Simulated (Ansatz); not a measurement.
# Cl2FH3O2Si2: one species, many methods

How much do the methods differ for Cl2FH3O2Si2? The plan is to run it at one geometry with functionals of several rungs and with coupled cluster, and see how far each lands from CCSD(T) at the basis-set limit for the atomisation energy.

Computed with Ansatz 0.2.0, Gaussian basis. Level: functionals in def2-TZVPP, the program's frozen cores in correlated methods.

The runs, in order: PBE-D4, r2SCAN-D4, PBE0-D4, B3LYP-D4, ωB97X-V, ωB97M-V, B2PLYP; CCSD(T)/def2-TZVPP; MP2/def2-QZVPP; extrapolation to the limit.

### Step 1. The geometry

An earlier PBE0-D4 in a triple-zeta def2 set relaxation fixed the geometry.

SMILES `O[Si](O)(Cl)[SiH](F)Cl`, 10 atoms, charge 0, spin multiplicity 1.

Atoms are counted from 1 here; the program's logs count them from 0.

Bond lengths: O1–Si2 1.623 Å, O1–H8 0.960 Å, Si2–O3 1.634 Å, Si2–Cl4 2.060 Å, Si2–Si5 2.340 Å, O3–H9 0.959 Å, Si5–F6 1.598 Å, Si5–Cl7 2.041 Å, Si5–H10 1.480 Å. Angles: Si2–O1–H8 119.5°, O1–Si2–O3 109.0°, O1–Si2–Cl4 112.2°, O1–Si2–Si5 105.9°, O3–Si2–Cl4 107.9°, O3–Si2–Si5 113.6°, Cl4–Si2–Si5 108.3°, Si2–O3–H9 118.2°, Si2–Si5–F6 107.7°, Si2–Si5–Cl7 109.7°, Si2–Si5–H10 115.4°, F6–Si5–Cl7 108.4°, F6–Si5–H10 107.5°, Cl7–Si5–H10 108.0°.

### Step 2. PBE-D4 (GGA)

in.yaml

```yaml
crystal:
  periodic: [false, false, false]
  atoms:
    - {symbol: O, position_ang: [0.225611, -1.619192, -1.077867]}
    - {symbol: Si, position_ang: [-0.234784, -0.668678, 0.154382]}
    - {symbol: O, position_ang: [0.454394, -1.212073, 1.532607]}
    - {symbol: Cl, position_ang: [-2.276703, -0.675824, 0.423547]}
    - {symbol: Si, position_ang: [0.421312, 1.499976, -0.431400]}
    - {symbol: F, position_ang: [0.176700, 2.439677, 0.837417]}
    - {symbol: Cl, position_ang: [-0.739210, 2.178366, -1.967405]}
    - {symbol: H, position_ang: [0.117226, -2.570277, -1.006627]}
    - {symbol: H, position_ang: [0.016068, -1.020347, 2.363806]}
    - {symbol: H, position_ang: [1.839405, 1.648371, -0.828461]}
basis:
  gaussian: {orbitals: def2-TZVPP}
hamiltonian: {xc: pbe, dispersion: d4}
output: {forces: true, orbitals: {seedname: orbitals}}
```

Launch:

```console
> ansatz run in.yaml --threads 2 --pin off --events-out ev --progress --plain --max-ram 31744MiB --backend cuda --devices 0, --max-vram 18GiB
```

After this run come: r2SCAN-D4 (meta-GGA); PBE0-D4 (hybrid); B3LYP-D4 (hybrid); ωB97X-V (range-separated); ωB97M-V (range-separated); B2PLYP (double hybrid); CCSD(T) in def2-TZVPP; MP2 in def2-QZVPP.

**Question.** What will the summary of the whole plan be? Wanted: atomisation energy, CCSD(T)/CBS; farthest; mean size of error, hybrid; mean size of error, range-separated; gap, smallest and largest; T1 diagnostic; triples share of the correlation energy.

The runs gave:

```
                               quantity                                 value
        atomisation energy, CCSD(T)/CBS                         3821.5 kJ/mol
 functionals within 19.1 kJ/mol (0.5 %)           r2SCAN-D4, ωB97X-V, ωB97M-V
                               farthest                 B2PLYP (-91.0 kJ/mol)
             mean size of error, hybrid                           64.9 kJ/mol
    mean size of error, range-separated                            8.2 kJ/mol
              gap, smallest and largest  5.48 eV (PBE-D4), 12.03 eV (ωB97X-V)
                          T1 diagnostic                                0.0115
triples share of the correlation energy                                 3.6 %
```

PBE-D4 is off by +23.5 kJ/mol. Double hybrids carry the basis error of their MP2 part in triple zeta, and no dispersion term here, so their miss is partly the set-up's. Misses under about 19.1 kJ/mol are within the doubt on the reference itself, which lacks core-valence correlation, relativity and higher excitations. Hartree-Fock recovers 71 % of the binding; the rest is correlation. Orbital gaps span 5.5 to 12.0 eV; exact exchange widens them.
